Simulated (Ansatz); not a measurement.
# Cl2FHHfO: how energies converge with the basis set

Aim: see how fast density functionals converge with the basis set for Cl2FHHfO.

Computed with Ansatz 0.2.0, Gaussian basis. Level: one geometry, several basis sets.

Plan: PBE0-D4/def2-SVP; ωB97M-V/def2-SVP; PBE0-D4/def2-QZVPP; ωB97M-V/def2-QZVPP; the functionals' def2-TZVPP values are taken from earlier runs.

## Step 1: The relaxed structure

An earlier PBE0-D4 in a triple-zeta def2 set relaxation fixed the geometry. Hf takes the def2 core potential; no spin-orbit term is included.

SMILES `[OH][Hf]([F])([Cl])[Cl]`, 6 atoms, charge 0, spin multiplicity 1.

Atoms are counted from 1 here; the program's logs count them from 0.

Bond lengths: O1–Hf2 1.887 Å, O1–H6 0.952 Å, Hf2–F3 1.894 Å, Hf2–Cl4 2.344 Å, Hf2–Cl5 2.344 Å. Angles: Hf2–O1–H6 178.9°, O1–Hf2–F3 108.8°, O1–Hf2–Cl4 109.8°, O1–Hf2–Cl5 109.8°, F3–Hf2–Cl4 109.0°, F3–Hf2–Cl5 109.0°, Cl4–Hf2–Cl5 110.4°.

## Step 2: PBE0-D4 in def2-SVP

Contents of in.yaml:

```yaml
crystal:
  periodic: [false, false, false]
  atoms:
    - {symbol: O, position_ang: [-1.030174, 0.994144, -0.322500]}
    - {symbol: Hf, position_ang: [0.274295, -0.322649, 0.033037]}
    - {symbol: F, position_ang: [0.169711, -1.663532, -1.300858]}
    - {symbol: Cl, position_ang: [-0.130465, -1.297112, 2.126347]}
    - {symbol: Cl, position_ang: [2.410882, 0.640468, -0.020419]}
    - {symbol: H, position_ang: [-1.694249, 1.648682, -0.515607]}
basis:
  gaussian: {orbitals: def2-SVP}
hamiltonian: {xc: pbe0, dispersion: d4}
output: {orbitals: {seedname: orbitals}}
```

Launch:

```sh
ansatz run in.yaml --threads 2 --pin off --events-out ev --progress --plain --max-ram 20480MiB --backend cpu
```

Further steps of the session: ωB97M-V in def2-SVP; PBE0-D4 in def2-QZVPP; ωB97M-V in def2-QZVPP.

Before running them: what should the planned runs give, taken together? Wanted: PBE0-D4: double and triple zeta above quadruple; ωB97M-V: double and triple zeta above quadruple.

The runs gave:

```
                                       quantity           value
PBE0-D4: double and triple zeta above quadruple  15.89, 1.01 eV
ωB97M-V: double and triple zeta above quadruple  15.87, 0.95 eV
```

**Reading.** For PBE0-D4 the step from double to triple zeta gains 14.88 eV and the next only 1.01 eV. These are total energies; as a rule much of such shifts cancels in differences, which this series doesn't test. The LUMO of ωB97M-V is positive and keeps falling with the basis (0.86 to 0.30 eV): an unbound level that the basis holds in place.
